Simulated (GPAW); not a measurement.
Runs of GPAW 26.7.0 on Al3Pd. Symmetry: Pm-3m, No. 221, cubic system. The conventional cell has a = 3.947 Å, b = 3.947 Å, c = 3.947 Å, α = 90.00°, β = 90.00°, γ = 90.00°. Pd (site symmetry m-3m) has 12 Al at 2.79 Å as nearest neighbours. Al (site symmetry 4/mmm) has 4 Pd at 2.79 Å and 8 Al at 2.79 Å as nearest neighbours. The cell comes from a database or a generator and needn't be the stable form of this composition.

```csv
level,gap on the mesh (eV),pressure (GPa),relaxed volume (Å³/atom)
PBEsol+D3,none,0.2,(a)
PBEsol+D4,none,0.2,(b)
PBEsol+D3(BJ)+ATM,none,0.0,14.72
PBEsol,none,0.0,15.17
PBEsol+D3(BJ),none,0.0,14.63
```

Alike in all rows: task relaxation of cell and atoms; potentials or basis PAW data sets generated in the run's folder for this functional, pw; no spin polarisation; cell relaxed; k mesh 7 × 7 × 7; cutoff (eV) 600; smearing fermi-dirac 0.05 eV.

Q: Estimate the missing entries.

A: (a) 14.78; (b) 14.86.

Caveats: later steps reuse the first step's grids; pairwise dispersion overbinds metals, which lowers pressure and volume (some runs).

A k mesh can miss the band edges, and the runs leave out spin-orbit coupling on Pd.

A gap of «none» marks a metal or a gap under the smearing width.
